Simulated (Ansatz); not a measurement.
TiPd₃, space group Pm-3m: cell relaxations under several functionals, run with Ansatz 0.2.0 through its Python package.

`lattice_tipd3.py`
```python
'''Relaxed cell of TiPd3 under several functionals.'''

import ansatz as az
import numpy as np

def edges_and_angles(cell):
    cell = np.asarray(cell)
    a, b, c = np.linalg.norm(cell, axis=1)
    cosines = cell[1] @ cell[2] / (b * c), cell[0] @ cell[2] / (a * c), cell[0] @ cell[1] / (a * b)
    return (a, b, c, *np.degrees(np.arccos(cosines)))

cell = (
    az.Lattice.cubic(3.82)
    .space_group(221)
    .atom('Ti', (0.0, 0.0, 0.0))
    .atom('Pd', (0.0, 0.5, 0.5))
)

base = (
    cell.calculation()
    .occupations('fermi_dirac', width=0.1)
    .kpoints(6, 6, 6)
    .relax(cell=True)
)

levels = [('pbesol', 'none'), ('r2scan', 'none'), ('blyp', 'd3bj')]
print('level            a       b       c    alpha   beta  gamma  V/atom  steps')
for name, dispersion in levels:
    seen = []
    run = base.functional(name, dispersion=dispersion).session().plan()
    out = run.execute(on_event=lambda e: seen.append(e) if e['event'] == 'relax_step' else None)
    cell = out.lattice.cell_ang
    label = name if dispersion == 'none' else f'{name}+{dispersion}'
    print('{:13s} {:7.4f} {:7.4f} {:7.4f} {:6.2f} {:6.2f} {:6.2f}'.format(label, *edges_and_angles(cell)), f'{abs(np.linalg.det(cell)) / len(out.lattice.sites):7.3f} {len(seen):5d}')
```

Rank the levels of theory by the volume of the relaxed cell.

From smallest to largest: BLYP+D3BJ (14.46 Å³ an atom, +3.8 % against the start), PBEsol (14.47 Å³ an atom, +3.8 % against the start) and r2SCAN (14.76 Å³ an atom, +5.9 % against the start). The spread is 2.0 % in volume.

The output:

```console
$ python lattice_tipd3.py
level            a       b       c    alpha   beta  gamma  V/atom  steps
DeckWarning: basis.ecutwfc = 420 eV, auto-derived from the records' recommended cutoffs: set by Ti (normal level)
pbesol         3.8682  3.8682  3.8682  90.00  90.00  90.00  14.470     5
DeckWarning: basis.ecutwfc = 500 eV, auto-derived from the records' recommended cutoffs: set by Ti (their level for a meta-GGA)
r2scan         3.8937  3.8937  3.8937  90.00  90.00  90.00  14.758     5
blyp+d3bj      3.8676  3.8676  3.8676  90.00  90.00  90.00  14.463     5
```
(Warnings from the package without file and line.)

Caveats:
- The run is spin-unpolarised.
- Forces vanish by symmetry, so the ions can't move, and the end may be a saddle.
- BLYP and dispersion corrections can be off by several per cent in the lattices of metals, and by several GPa in the pressure at a fixed cell.
- The mesh is modest for a metal, so energies can be off by several to tens of meV an atom and pressures by half a GPa or more; differences at equal mesh fare better.
- The structure is a deposited one; some such entries were measured under pressure or heat, so a shift against it needn't be the functional's error alone.
- It ran for 38 s on 1 thread of Intel(R) Xeon(R) Processor @ 2.30GHz, with other jobs on the host, peak memory 0.71 GiB.
